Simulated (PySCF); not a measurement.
**r2SCAN/def2-SVP run of C4H7Al (SMILES CC#[C][AlH][CH3])**

What is the vertical ionisation energy of C4H7Al at r2SCAN/def2-SVP? The job is set up through a Python script.

Program for the calculation: PySCF 2.14.0.

## 1. The system as given

The species is C4H7Al (12 atoms), meant as a singlet with charge 0. As SMILES, `CC#[C][AlH][CH3]`. Geometry: a GFN2-xTB relaxation, a rough one for these elements and not checked as a minimum.

Bond lengths: C1–C2 1.448 Å, C2–C3 1.217 Å, C3–Al4 1.939 Å, Al4–C5 1.991 Å, C1–H6 1.091 Å, C1–H7 1.090 Å, C1–H8 1.090 Å, Al4–H9 1.550 Å, C5–H10 1.097 Å, C5–H11 1.097 Å, C5–H12 1.098 Å. Some angles: C1–C2–C3 179.6°, C2–C3–Al4 178.4°, C3–Al4–C5 127.3°, C2–C1–H6 110.1°, C2–C1–H7 110.0°, C2–C1–H8 110.1°, C3–Al4–H9 115.1°, C5–Al4–H9 117.6°, Al4–C5–H10 112.9°, Al4–C5–H11 112.5°.

## 2. A single-point energy at r2SCAN/def2-SVP

calc.py reads:

```python
from pyscf import gto, dft

system = gto.Mole()
system.atom = '''
C     -0.162730    -3.099470     0.290160
C     -0.216060    -1.652690     0.328910
C     -0.253590    -0.436940     0.358830
Al    -0.338680     1.497720     0.454640
C      0.513060     2.805590    -0.780960
H      0.020740    -3.440610    -0.729270
H      0.640480    -3.460740     0.932960
H     -1.107670    -3.518180     0.637760
H     -1.169800     2.062230     1.634310
H      1.608280     2.742920    -0.779730
H      0.206740     2.658110    -1.824230
H      0.259230     3.842060    -0.523380
'''
system.charge = 0
system.max_memory = 1860
system.basis = 'def2-svp'
system.verbose = 3
system.build()

ks = dft.RKS(system)
ks.xc = 'r2scan'
ks.conv_tol = 1e-10
ks.grids.level = 4
ks.kernel()
if not ks.converged:
    ks = ks.newton().run(ks.mo_coeff, ks.mo_occ)

energy = ks.e_tot
print(f'total energy: {energy:.8f} hartree')
```

Launch:

```console
$ OMP_NUM_THREADS=1 python calc.py
```

What it wrote:

```text
converged SCF energy = -398.69544699658
total energy: -398.69544700 hartree
```

Wall time 51 s (1 thread of Arm Neoverse V1, shared host); peak memory 0.63 GiB.

## 3. The doublet cation

input.xyz reads:

```xyz
12
C4H7Al
C     -0.162730    -3.099470     0.290160
C     -0.216060    -1.652690     0.328910
C     -0.253590    -0.436940     0.358830
Al    -0.338680     1.497720     0.454640
C      0.513060     2.805590    -0.780960
H      0.020740    -3.440610    -0.729270
H      0.640480    -3.460740     0.932960
H     -1.107670    -3.518180     0.637760
H     -1.169800     2.062230     1.634310
H      1.608280     2.742920    -0.779730
H      0.206740     2.658110    -1.824230
H      0.259230     3.842060    -0.523380
```

input.py reads:

```python
from pyscf import gto, dft

mol = gto.M(
    atom='input.xyz',
    basis='def2-svp',
    verbose=4,
    spin=1,
    charge=1,
    max_memory=1860,
)

myscf = dft.UKS(mol, xc='r2scan')
myscf.conv_tol = 1e-10
myscf.grids.level = 4
myscf.kernel()
if not myscf.converged:
    myscf = myscf.newton().run(myscf.mo_coeff, myscf.mo_occ)

e_final = myscf.e_tot
print(f'total energy: {e_final:.8f} hartree')
```

Launch:

```console
$ OMP_NUM_THREADS=1 python input.py
```

What it wrote:

```text
PySCF version 2.14.0

[... 64 lines left out ...]
WARN: HOMO -0.329197144696875 >= LUMO -0.329197144696874
[... 70 lines left out ...]
converged SCF energy = -398.365189144011  <S^2> = 0.75637627  2S+1 = 2.0063661
total energy: -398.36518914 hartree
```

It took 2.4 min on 1 thread of Arm Neoverse V1, shared host; peak memory 0.63 GiB.

## 4. Summary of results

At r2SCAN/def2-SVP:

```
                                          quantity          value
                      singlet C4H7Al: total energy  -398.69545 Eh
                     singlet C4H7Al: dipole moment         1.66 D
                       singlet C4H7Al: HOMO energy       -6.33 eV
                       singlet C4H7Al: LUMO energy       -1.70 eV
                     singlet C4H7Al: HOMO–LUMO gap        4.63 eV
                      doublet cation: total energy  -398.36519 Eh
doublet cation: HOMO energy (highest over α and β)      -12.34 eV
 doublet cation: LUMO energy (lowest over α and β)      -11.58 eV
                              doublet cation: ⟨S²⟩          0.756
vertical ionisation energy (to the doublet cation)       8.987 eV
```

**Reading.** Removing an electron at fixed nuclei costs 8.99 eV (867 kJ/mol). The negative HOMO energy of the first species, 6.33 eV, lies 2.66 eV below that difference. Mulliken charges (singlet C4H7Al) run from -0.49 on C3 to +0.73 on Al4; they depend strongly on the basis.
